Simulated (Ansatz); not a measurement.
Working through a formation energy from the elements of BiTe and its elements

Computed with the Ansatz DFT code, driven from Python.

Typed at the interpreter:
```pycon
>>> from collections import Counter
>>> import warnings
>>> import ansatz as az
>>> import numpy as np
>>> PHASES = {
...     'BiTe': (
...         [(2.42270777, 1.39875098, 3.31729195), (-2.42270777, 1.39875098, 3.31729195), (0.0, -2.79750197, 3.31729195)],
...         [
...             ('Bi', (0.5, 0.5, 0.5)),
...             ('Te', (0.0, 0.0, 0.0)),
...         ],
...     ),
...     'Bi': (
...         [(2.2675, 1.30914174, 3.938), (-2.2675, 1.30914174, 3.938), (0.0, -2.61828347, 3.938)],
...         [
...             ('Bi', (0.234, 0.234, 0.234)),
...             ('Bi', (0.766, 0.766, 0.766)),
...         ],
...     ),
...     'Te': (
...         [(4.454, 0.0, 0.0), (-2.227, 3.85727715, 0.0), (0.0, 0.0, 5.924)],
...         [
...             ('Te', (0.269, 0.0, 1 / 3)),
...             ('Te', (0.0, 0.269, 2 / 3)),
...             ('Te', (0.731, 0.731, 0.0)),
...         ],
...     ),
... }
>>> def build(vectors, sites):
...     crystal = az.Crystal(lattice=az.Lattice.of(vectors))
...     for symbol, position in sites:
...         crystal = crystal.atom(symbol, position)
...     return crystal
...
>>> def run_phase(name, crystal):
...     calc = (
...         crystal.calculation()
...         .scf(tolerance=1e-09)
...         .functional('lda')
...         .basis(16 * az.Ha)
...         .kpoints(spacing=0.3)
...         .occupations('cold', width=0.1)
...         .stress()
...     )
...     calc = calc.relax(force_tolerance=0.02, max_steps=40, fix_cell=['shape'])
...     return calc.run()
...
>>> def counts(outcome):
...     return Counter(site.symbol for site in outcome.lattice.sites)
...
>>> def formation_energy(outcome, mu):
...     n = counts(outcome)
...     return (outcome.report['energy_sigma0_ev'] - sum(k * mu[element] for element, k in n.items())) / sum(n.values())
...
>>> def volume_per_atom(outcome):
...     return abs(np.linalg.det(outcome.lattice.cell_ang)) / len(outcome.lattice.sites)
...
>>> warnings.simplefilter('ignore', az.DeckWarning)
>>> phases = {name: build(*cell) for name, cell in PHASES.items()}
>>> done = {}
>>> for name, crystal in phases.items():
...     done[name] = run_phase(name, crystal)
...     print(f'{name}: {done[name].report["energy_sigma0_ev"]:.4f} eV, {len(done[name].lattice.sites)} atoms')
...
BiTe: -18913.2358 eV, 2 atoms
Bi: -24171.7435 eV, 2 atoms
Te: -20481.5738 eV, 3 atoms
>>> # chemical potentials of the elements at zero temperature
>>> references = {'Bi': 'Bi', 'Te': 'Te'}
>>> mu = {element: done[name].report['energy_sigma0_ev'] / len(done[name].lattice.sites) for element, name in references.items()}
>>> target = done['BiTe']
>>> heat = formation_energy(target, mu)
>>> for element, value in mu.items():
...     print(f'mu({element}) = {value:.4f} eV from {references[element]}, {volume_per_atom(done[references[element]]):.2f} A^3/atom')
...
mu(Bi) = -12085.8717 eV from Bi, 33.85 A^3/atom
mu(Te) = -6827.1913 eV from Te, 31.77 A^3/atom
>>> print(f'formation energy of BiTe: {heat:.4f} eV/atom = {96.4853 * heat:.1f} kJ/mol of atoms')
formation energy of BiTe: -0.0864 eV/atom = -8.3 kJ/mol of atoms
```

The formation energy is -0.086 eV an atom (-8.3 kJ per mole of atoms), so BiTe lies below the reference phases.

The settings weren't tested for convergence. For the metals among these phases the mesh is modest: differences between phases can be off by up to 40 meV an atom. The program warned that this SCF threshold is loose for forces or stresses. Atoms and volume are relaxed with the cell's shape held, which in cells of lower than cubic symmetry can hide stresses and shift volumes. Spin-orbit coupling, which matters for elements this heavy, is left out. The cells come from databases of deposited and of computed structures, and not all need be stable phases. The compound is the structure given, not necessarily its lowest; energies are at zero temperature, with no correction for gases. A semilocal functional's error on such energies is often 0.05 to 0.1 eV an atom, and 0.1 to 0.3 eV against gases such as O2 or F2. The script silences the warnings on its input, which a real study should read. Timing: 46 s on 1 thread of Arm Neoverse V2 (shared host), peak memory 0.43 GiB.

(Lines on the test bed's own set-up are left out of the output.)
